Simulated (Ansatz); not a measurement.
**C₉H₂₁FSi: up Jacob's ladder to CCSD(T)**

Aim: compute C₉H₂₁FSi with functionals from several rungs and with coupled cluster, and see how far each lands from CCSD(T) at the basis-set limit for the atomisation energy.

Computed with Ansatz 0.2.0, Gaussian basis. Level: functionals in def2-TZVPP, the program's frozen cores in correlated methods.

Levels to be run: LDA (SPW92), PBE-D4, revPBE-D4, BLYP-D4, r2SCAN-D4, B97M-V, PBE0-D4, B3LYP-D4, r2SCANh-D4, r2SCAN0-D4, HSE06-D4, BHLYP-D4, CAM-B3LYP-D4, LC-ωPBE, ωB97X-V, ωB97M-V, B2PLYP, PBE-QIDH; CCSD(T)/def2-SVP; CCSD(T)/def2-TZVPP; MP2/def2-QZVPP; extrapolation to the limit; RPA on PBE.

## (1) The geometry

An earlier PBE0-D4 in a triple-zeta def2 set relaxation fixed the geometry.

SMILES `CC(C)[Si](F)(C(C)C)C(C)C`, 32 atoms, charge 0, spin multiplicity 1.

Atoms are counted from 1 here; the program's logs count them from 0.

Bond lengths: C1–C2 1.527 Å, C1–H12 1.095 Å, C1–H13 1.094 Å, C1–H14 1.092 Å, C2–C3 1.527 Å, C2–Si4 1.881 Å, C2–H15 1.099 Å, C3–H16 1.094 Å, C3–H17 1.094 Å, C3–H18 1.095 Å, Si4–F5 1.619 Å, Si4–C6 1.882 Å, Si4–C9 1.887 Å, C6–C7 1.528 Å, C6–C8 1.528 Å, C6–H19 1.099 Å, C7–H20 1.093 Å, C7–H21 1.094 Å and more. Angles: C2–C1–H12 110.9°, C2–C1–H13 111.4°, C2–C1–H14 111.9°, H12–C1–H13 107.0°, H12–C1–H14 107.8°, H13–C1–H14 107.7°, C1–C2–C3 111.3°, C1–C2–Si4 111.9°, C1–C2–H15 107.6°, C3–C2–Si4 112.9°, C3–C2–H15 108.1°, Si4–C2–H15 104.7°, C2–C3–H16 112.5°, C2–C3–H17 111.3°, C2–C3–H18 110.9°, H16–C3–H17 107.6°, H16–C3–H18 107.4°, H17–C3–H18 106.9° and more.

## (2) LDA

This LDA is Slater exchange with PW92 correlation.

File in.yaml:

```yaml
crystal:
  periodic: [false, false, false]
  atoms:
    - {symbol: C, position_ang: [-2.352125, -0.358693, -1.865817]}
    - {symbol: C, position_ang: [-1.905430, 0.006151, -0.451987]}
    - {symbol: C, position_ang: [-2.332784, -1.058541, 0.555489]}
    - {symbol: Si, position_ang: [-0.065635, 0.390949, -0.376315]}
    - {symbol: F, position_ang: [0.173387, 1.576437, -1.452957]}
    - {symbol: C, position_ang: [0.429934, 1.085744, 1.300903]}
    - {symbol: C, position_ang: [-0.512737, 2.204743, 1.742328]}
    - {symbol: C, position_ang: [1.879898, 1.569197, 1.310282]}
    - {symbol: C, position_ang: [0.988762, -1.075417, -0.921340]}
    - {symbol: C, position_ang: [2.260463, -0.657470, -1.658024]}
    - {symbol: C, position_ang: [1.308523, -2.023000, 0.234709]}
    - {symbol: H, position_ang: [-3.439225, -0.481624, -1.911784]}
    - {symbol: H, position_ang: [-1.908746, -1.304126, -2.193125]}
    - {symbol: H, position_ang: [-2.072105, 0.407945, -2.591816]}
    - {symbol: H, position_ang: [-2.398382, 0.949553, -0.180443]}
    - {symbol: H, position_ang: [-2.041193, -0.806265, 1.578848]}
    - {symbol: H, position_ang: [-1.892038, -2.031016, 0.316428]}
    - {symbol: H, position_ang: [-3.419610, -1.190512, 0.546892]}
    - {symbol: H, position_ang: [0.340401, 0.259341, 2.019359]}
    - {symbol: H, position_ang: [-1.545302, 1.862171, 1.843205]}
    - {symbol: H, position_ang: [-0.506563, 3.031916, 1.026318]}
    - {symbol: H, position_ang: [-0.204729, 2.610879, 2.711421]}
    - {symbol: H, position_ang: [2.587193, 0.763249, 1.102818]}
    - {symbol: H, position_ang: [2.140919, 1.991982, 2.286074]}
    - {symbol: H, position_ang: [2.040298, 2.350005, 0.561621]}
    - {symbol: H, position_ang: [0.361223, -1.623994, -1.637369]}
    - {symbol: H, position_ang: [2.949169, -0.121298, -0.999737]}
    - {symbol: H, position_ang: [2.792259, -1.536859, -2.036215]}
    - {symbol: H, position_ang: [2.044446, -0.003509, -2.504721]}
    - {symbol: H, position_ang: [0.412090, -2.367636, 0.756421]}
    - {symbol: H, position_ang: [1.838677, -2.910181, -0.126554]}
    - {symbol: H, position_ang: [1.952862, -1.542119, 0.976189]}
basis:
  gaussian: {orbitals: def2-TZVPP}
hamiltonian: {xc: lda}
output: {orbitals: {seedname: orbitals}}
```

On the command line:

```console
> ansatz run in.yaml --threads 11 --pin off --events-out ev --progress --plain --max-ram 110592MiB --backend cuda --devices 0, --max-vram 75GiB
```

The runs that follow: PBE-D4 (GGA); revPBE-D4 (GGA); BLYP-D4 (GGA); r2SCAN-D4 (meta-GGA); B97M-V (meta-GGA); PBE0-D4 (hybrid); B3LYP-D4 (hybrid); r2SCANh-D4 (hybrid); r2SCAN0-D4 (hybrid); HSE06-D4 (hybrid); BHLYP-D4 (hybrid); CAM-B3LYP-D4 (range-separated); LC-ωPBE (range-separated); ωB97X-V (range-separated); ωB97M-V (range-separated); B2PLYP (double hybrid); PBE-QIDH (double hybrid); CCSD(T) in def2-SVP; CCSD(T) in def2-TZVPP; MP2 in def2-QZVPP; RPA on PBE orbitals.

**Question.** What will the summary of the whole plan be? Wanted: atomisation energy, CCSD(T)/CBS; farthest beyond LDA; mean size of error, GGA; mean size of error, meta-GGA; mean size of error, hybrid; mean size of error, range-separated; mean size of error, double hybrid; gap, smallest and largest; T1 diagnostic.

The runs gave:

| quantity | value |
| --- | --- |
| atomisation energy, CCSD(T)/CBS | 12789.5 kJ/mol |
| functionals within 63.9 kJ/mol (0.5 %) | revPBE-D4, r2SCAN-D4, B97M-V, B3LYP-D4, r2SCANh-D4, CAM-B3LYP-D4, LC-ωPBE, ωB97X-V, ωB97M-V, PBE-QIDH |
| farthest beyond LDA | BHLYP-D4 (-255.5 kJ/mol) |
| mean size of error, GGA | 113.1 kJ/mol |
| mean size of error, meta-GGA | 19.7 kJ/mol |
| mean size of error, hybrid | 81.9 kJ/mol |
| mean size of error, range-separated | 34.4 kJ/mol |
| mean size of error, double hybrid | 82.2 kJ/mol |
| gap, smallest and largest | 6.14 eV (LDA (SPW92)), 13.11 eV (LC-ωPBE) |
| T1 diagnostic | 0.0098 |
| triples share of the correlation energy | 3.8 % |

What this shows: LDA overbinds by 1645.9 kJ/mol (13 %). PBE-D4 is off by +189.2 kJ/mol. Double hybrids carry the basis error of their MP2 part in triple zeta, and no dispersion term here, so their miss is partly the set-up's. The rungs meta-GGA, range-separated miss on average by less than the doubt on the reference (63.9 kJ/mol), so they tie. Misses under about 63.9 kJ/mol are within the doubt on the reference itself, which lacks core-valence correlation, relativity and higher excitations. Hartree-Fock recovers 76 % of the binding; the rest is correlation. CCSD(T) in def2-SVP is off by -515.9 kJ/mol, which most functionals beat. The gap grows from 6.1 to 13.1 eV across the functionals, mostly with the share of exact exchange.
